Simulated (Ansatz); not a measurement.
# WC: shifting one sublattice

Aim: for WC, measure how stiffly every W atom is held.

Program: Ansatz 0.2.0. Level of theory: DFT PBEsol, scalar-relativistic, plane waves, PAW. These are calculated values, not measurements.

**1. The structure to begin with**

Symmetry: P-6m2, No. 187, hexagonal system. The conventional cell has a = 2.901 Å, b = 2.901 Å, c = 2.829 Å, α = 90.00°, β = 90.00°, γ = 120.00°. Around W (site symmetry -6m2) lie 6 C at 2.19 Å. C (site symmetry -6m2) is surrounded by 6 W at 2.19 Å.

As a file:

```
CELL_PARAMETERS angstrom
2.90050 0.00000 0.00000
-1.45025 2.51191 0.00000
0.00000 0.00000 2.82900
ATOMIC_POSITIONS crystal
W 0.00000 0.00000 0.00000
C 0.66667 0.33333 0.50000
```

The cell is taken as given, not relaxed at this level.

**2. Zero of energy**

The reference gives a free energy of -10503.7280 eV, pressure -0.71 GPa, largest force 0.000 eV/Å and gap on the mesh none (metal). It was computed beforehand with the settings of the runs below.

**3. The scan: shifting one sublattice**

Every W atom is moved by x along the Cartesian unit vector (0.000, 0.000, 1.000); the cell and all other atoms stay fixed. Forces below are components along that vector, summed over the moved atoms.

**4. Point x = -0.300 Å**

Input file input.yaml:

```yaml
crystal:
  lattice:
    - [2.900501436, 0.0, 0.0]
    - [-1.450250718, 2.5119079273, 0.0]
    - [0.0, 0.0, 2.829]
  atoms:
    - { symbol: W, position: [0.0, 0.0, -0.1060445387] }
    - { symbol: C, position: [0.6666666667, 0.3333333333, 0.5] }
basis:
  ecutwfc: 420
kpoints:
  mp_grid: { grid: [6, 6, 6] }
hamiltonian:
  xc: pbesol
scf:
  occupations: { method: gaussian, width: 0.15 }
output:
  forces: true
  stress: true
  eigenvalues: true
```

Started as:

```sh
> ansatz run input.yaml --threads 1 --pin off --max-ram 2560MiB --backend cpu --events-out ev --progress --plain --runs-dir out
```

**5. At x = 0.225 Å**

Changes to input.yaml since step 4:

```diff
@@ -6,3 +6,3 @@
   atoms:
-    - { symbol: W, position: [0.0, 0.0, -0.1060445387] }
+    - { symbol: W, position: [0.0, 0.0, 0.079533404] }
     - { symbol: C, position: [0.6666666667, 0.3333333333, 0.5] }
```

**6. At x = -0.150 Å**

Changes to input.yaml since step 5:

```diff
@@ -6,3 +6,3 @@
   atoms:
-    - { symbol: W, position: [0.0, 0.0, 0.079533404] }
+    - { symbol: W, position: [0.0, 0.0, -0.0530222694] }
     - { symbol: C, position: [0.6666666667, 0.3333333333, 0.5] }
```

**7. Point x = 0.075 Å**

Changes to input.yaml since step 6:

```diff
@@ -6,3 +6,3 @@
   atoms:
-    - { symbol: W, position: [0.0, 0.0, -0.0530222694] }
+    - { symbol: W, position: [0.0, 0.0, 0.0265111347] }
     - { symbol: C, position: [0.6666666667, 0.3333333333, 0.5] }
```

**8. Point x = 0.263 Å**

Changes to input.yaml since step 7:

```diff
@@ -6,3 +6,3 @@
   atoms:
-    - { symbol: W, position: [0.0, 0.0, 0.0265111347] }
+    - { symbol: W, position: [0.0, 0.0, 0.0927889714] }
     - { symbol: C, position: [0.6666666667, 0.3333333333, 0.5] }
```

**9. At x = 0.188 Å**

Changes to input.yaml since step 8:

```diff
@@ -6,3 +6,3 @@
   atoms:
-    - { symbol: W, position: [0.0, 0.0, 0.0927889714] }
+    - { symbol: W, position: [0.0, 0.0, 0.0662778367] }
     - { symbol: C, position: [0.6666666667, 0.3333333333, 0.5] }
```

**10. At x = 0.113 Å**

Changes to input.yaml since step 9:

```diff
@@ -6,3 +6,3 @@
   atoms:
-    - { symbol: W, position: [0.0, 0.0, 0.0662778367] }
+    - { symbol: W, position: [0.0, 0.0, 0.039766702] }
     - { symbol: C, position: [0.6666666667, 0.3333333333, 0.5] }
```

**11. x = 0.037 Å**

Changes to input.yaml since step 10:

```diff
@@ -6,3 +6,3 @@
   atoms:
-    - { symbol: W, position: [0.0, 0.0, 0.039766702] }
+    - { symbol: W, position: [0.0, 0.0, 0.0132555673] }
     - { symbol: C, position: [0.6666666667, 0.3333333333, 0.5] }
```

(Steps that only read results are left out.)

Before running it: what results should come out?

As calculated:

| quantity | value |
| --- | --- |
| force constant along x, from the points at -0.150, 0 and 0.037 Å | 14.11 eV/Å² |

**Reading.** The settings of these runs were drawn from a wide range and may not be converged. The restoring force grows by 14.11 eV/Å per Å near the site. The step of 0.15 Å is wide, so anharmonic terms mix in. The undisturbed cell stays the lowest of the sampled points. The runs treat W without spin-orbit coupling.
